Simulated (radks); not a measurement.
**Tc⁺ in [Kr] 4d5 5d1: an all-electron calculation**

The task here is to estimate one member of a computed series from the others.

The numbers are computed with radks (a radial shooting solver on a logarithmic mesh, Libxc functionals) version 1 (Dirac Kohn-Sham, revPBE, spin-unpolarised, spherical densities, point nucleus; open shells are shared between the two j in proportion to 2j + 1), except any that are marked as measured or tabulated.

### Starting point

```
element       : technetium (Z = 43)
charge        : +1
electrons     : 42
configuration : [Kr] 4d5 5d1
```

The outer shells:

Tc⁺
```
[Kr] core
4d [↑ ][↑ ][↑ ][↑ ][↑ ]
5d [↑ ][  ][  ][  ][  ]
```

The first run:

Settings of this run:

```text
Z 43
configuration [Kr] 4d5 5d1
relativity Dirac
functional pbe_r,pbe
spin unpolarised
j_filling average
nucleus point
c 137.035999084
```

The run is started by

```sh
$ python run_ks.py task.json out
```

This one command runs every case of the session in turn.

One table of the session follows, with a row left open; its other results are not shown here.

It belongs to the step «Shells». From the orbitals of this run (lengths in bohr):

| level | <r> | outermost maximum (interpolated) | 90 % within | nodes |
| --- | --- | --- | --- | --- |
| 1s1/2 | 0.03428 | 0.0223 | 0.0614 | 0 |
| 2s1/2 | 0.1492 | 0.126 | 0.231 | 1 |
| 2p1/2 | 0.1271 | 0.0981 | 0.208 | 0 |
| 2p3/2 | 0.1318 | 0.102 | 0.214 | 0 |
| 3s1/2 | 0.4151 | 0.372 | 0.613 | 2 |
| 3p1/2 | 0.4090 | 0.359 | 0.618 | 1 |
| 3p3/2 | ? | ? | ? | ? |
| 3d3/2 | 0.3969 | 0.310 | 0.633 | 0 |
| 3d5/2 | 0.4004 | 0.313 | 0.638 | 0 |
| 4s1/2 | 1.059 | 0.950 | 1.54 | 3 |
| 4p1/2 | 1.152 | 1.01 | 1.70 | 2 |
| 4p3/2 | 1.181 | 1.03 | 1.75 | 2 |
| 4d3/2 | 1.614 | 1.26 | 2.55 | 1 |
| 4d5/2 | 1.630 | 1.27 | 2.57 | 1 |
| 5d3/2 | 6.236 | 5.67 | 9.02 | 2 |
| 5d5/2 | 6.261 | 5.70 | 9.05 | 2 |

Q: Estimate the row for 3p3/2 from the others.

As computed: <r>: 0.4195; outermost maximum (interpolated): 0.369; 90 % within: 0.633; nodes: 1. In the column «<r>» it lies between 3s1/2 (0.4151) and 4s1/2 (1.059).
